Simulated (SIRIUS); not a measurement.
Input of a SIRIUS 7.12.0 run:

File sirius.json:

```json
{
  "control": {
    "processing_unit": "cpu",
    "verbosity": 2,
    "num_bands_to_print": 32,
    "print_forces": true,
    "print_stress": true
  },
  "parameters": {
    "electronic_structure_method": "pseudopotential",
    "xc_functionals": ["XC_GGA_X_PBE", "XC_GGA_C_PBE"],
    "gk_cutoff": 9.6,
    "pw_cutoff": 19.2,
    "ngridk": [3, 3, 2],
    "shiftk": [0, 0, 0],
    "smearing": "fermi_dirac",
    "smearing_width": 0.0018374661,
    "num_bands": 32,
    "num_mag_dims": 0,
    "num_dft_iter": 100,
    "energy_tol": 1e-08,
    "density_tol": 1e-06
  },
  "iterative_solver": {
    "type": "davidson",
    "min_tolerance": 1e-10
  },
  "mixer": {
    "type": "anderson",
    "beta": 0.7,
    "max_history": 8
  },
  "settings": {
    "tol_ne": 1e-10,
    "pseudo_grid_cutoff": 6.5
  },
  "unit_cell": {
    "lattice_vectors": [
      [7.28880594351, 0.003363712502, -0.069126181639],
      [0.327924174406, 8.190753325533, -0.031123789273],
      [1.43246909425, 1.584969992507, 11.105202338498]
    ],
    "atom_coordinate_units": "lattice",
    "atom_types": ["H", "Pb", "N", "O"],
    "atom_files": {
      "Pb": "Pb.json",
      "O": "O.json",
      "H": "H.json",
      "N": "N.json"
    },
    "atoms": {
      "H": [
        [0.61511, 0.89559, 0.19844]
      ],
      "Pb": [
        [0.64597, 0.44651, 0.91685]
      ],
      "N": [
        [0.71474, 0.2381, 0.50058]
      ],
      "O": [
        [0.16958, 0.47007, 0.77768],
        [0.62919, 0.97045, 0.49845],
        [0.56424, 0.92583, 0.03849],
        [0.78022, 0.4225, 0.31951]
      ]
    }
  }
}
```

Potentials or basis: in-house norm-conserving set, PBE (scalar relativistic).

Launch:

```sh
$ upf_to_json Pb.upf
$ upf_to_json O.upf
$ upf_to_json H.upf
$ upf_to_json N.upf
$ OMP_NUM_THREADS=4 sirius.scf --input=sirius.json --output=out.json --task=0
```

**Question.** Estimate the pressure.

**Answer.** 0.1 GPa.

**Question.** Predict the band gap on the k mesh.

**Answer.** 0.31 eV, indirect (least direct gap 0.46 eV).

**Question.** Estimate the largest force.

**Answer.** 0.115 eV/Å.

Forces in eV/Å, atoms in the order of the input:
```
H   -0.028 -0.012 -0.048
Pb   0.009 -0.005 -0.115
N   -0.044 -0.029 -0.078
O   -0.018 -0.004  0.046
O    0.028  0.037  0.050
O    0.022  0.004  0.086
O    0.032  0.009  0.059
```

Caveat: the k mesh is coarse (spacing up to 0.55 Å⁻¹), so the values aren't converged; spin-orbit coupling is left out, which as a rule narrows the gap of such compounds by several tenths of an eV; an odd mesh through Γ misses points on the zone boundary, where band edges often lie.
